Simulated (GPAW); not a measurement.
The system is SnSe.

```xyz
2
Lattice="0.0000 3.3908 3.3908 3.3908 0.0000 3.3908 3.3908 3.3908 0.0000" Properties=species:S:1:pos:R:3 pbc="T T T"
Sn    0.0000    0.0000    0.0000
Se    5.0863    5.0863    5.0863
```

The cell was built by a generator and needn't be a form met in nature.

```yaml
Program: GPAW 26.7.0
Task: relaxation of cell and atoms
Functional: PBEsol
Potentials_or_basis: PAW data sets generated in the run's folder for this functional
Cutoff: 600 eV
Basis: pw
k_mesh: 7 × 7 × 7
Occupations: fermi-dirac, width 0.05 eV
Spin: no spin polarisation
```

At the start: pressure -1.7 GPa; volume 38.99 Å³/atom.

Task: Where does the relaxation end?

Result: Over 3 steps the energy falls by 11.8 meV/atom and the volume is 36.69 Å³/atom (-5.9 %); space group F-43m (No. 216, to 0.05 Å).

The path:
```tsv
step	energy change (eV)	largest force (eV/Å)	pressure (GPa)	volume (Å³)
1	0.0000	0.0000	-1.73	77.97
2	-0.0068	0.0000	-1.48	77.28
3	-0.0236	0.0000	0.06	73.37
```

Final structure:
```yaml
crystal:
  lattice:
    - [0.00000, 3.32278, 3.32278]
    - [3.32278, 0.00000, 3.32278]
    - [3.32278, 3.32278, 0.00000]
  atoms:
    - { symbol: Sn, position: [0.00000, 0.00000, 0.00000] }
    - { symbol: Se, position: [0.75000, 0.75000, 0.75000] }
```

Caveat: later steps reuse the first step's grids.
